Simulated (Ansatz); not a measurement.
**ZrC: pressure up to the limit of the methods**

An exercise on one series of results from a longer session: the logs are not shown, and one member is left open.

Computed with Ansatz 0.2.0 (DFT PBEsol, with the methods named in each step, unless a step's input says otherwise).

## The system as given

Symmetry: Fm-3m, No. 225, cubic system. Conventional cell: a = 4.713 Å, b = 4.713 Å, c = 4.713 Å, α = 90.00°, β = 90.00°, γ = 90.00°. Around Zr (site symmetry m-3m) lie 6 C at 2.36 Å. C (site symmetry m-3m) has 6 Zr at 2.36 Å as nearest neighbours.

Coordinates:

```
CELL_PARAMETERS angstrom
0.00000 2.35643 2.35643
2.35643 0.00000 2.35643
2.35643 2.35643 0.00000
ATOMIC_POSITIONS crystal
Zr 0.00000 0.00000 0.00000
C 0.50000 0.50000 0.50000
```

Whether this phase is the stable one at these pressures isn't tested.

Atoms are numbered in the order of the input: Zr1, C2.

The first run:

Contents of input.yaml:

```yaml
crystal:
  lattice:
    - [0.0, 2.3564331911, 2.3564331911]
    - [2.3564331911, 0.0, 2.3564331911]
    - [2.3564331911, 2.3564331911, 0.0]
  atoms:
    - { symbol: Zr, position: [0.0, 0.0, 0.0] }
    - { symbol: C, position: [0.5, 0.5, 0.5] }
kpoints:
  mp_grid: { grid: [13, 13, 13] }
  band_path:
    path:
      - [0.0, 0.0, 0.0]
      - [0.5, 0.0, 0.5]
      - [0.625, 0.25, 0.625]
      - [0.375, 0.375, 0.75]
      - [0.0, 0.0, 0.0]
      - [0.5, 0.5, 0.5]
      - [0.5, 0.25, 0.75]
      - [0.5, 0.0, 0.5]
    npoints: 14
scf:
  occupations: { method: fermi_dirac, width: 0.05 }
hamiltonian:
  xc: pbesol
  pseudopotentials: { kind: all_electron, lapw: { basis_error: 0.001 } }
output:
  forces: true
  stress: true
  eigenvalues: true
  populations: true
```

On the command line:

```sh
ansatz run input.yaml --threads 1 --pin off --max-ram 2048MiB --backend cpu --events-out ev --progress --plain --runs-dir out
```

Among the steps run: The reference volume, LAPW; Volume scaled by 1, crystal datasets; Volume scaled by 0.75, LAPW; Volume scaled by 0.65, LAPW; Volume scaled by 0.5, LAPW; Volume scaled by 0.5, crystal datasets.

One of the session's tables, all rows but one given; the rest of the session is left out.

```
          method  volume over the first  volume (Å³/atom)  pressure (GPa)
            LAPW                      1            13.085           -6.19
            LAPW                   0.75                 ?               ?
            LAPW                   0.65             8.505          209.05
            LAPW                    0.5             6.542          542.07
             PAW                      1            13.085           -6.25
             PAW                   0.75             9.814          102.54
             PAW                   0.65             8.505          209.15
             PAW                    0.5             6.542          542.43
crystal datasets                      1            13.085           -6.19
crystal datasets                    0.5             6.542          542.07
```

Q: Estimate the row for LAPW, 0.75 from the others.

**Answer.** volume (Å³/atom): 9.814; pressure (GPa): 102.51.

Caveats from the session: Rows by PAW come from runs of the same series that aren't printed here. A fit over so wide a range leans to the high pressures, so B₀ can be off by several per cent. Warnings in the runs' records: stress scf threshold loose, gradients without spin orbit, crystal datasets made, printed levels off.
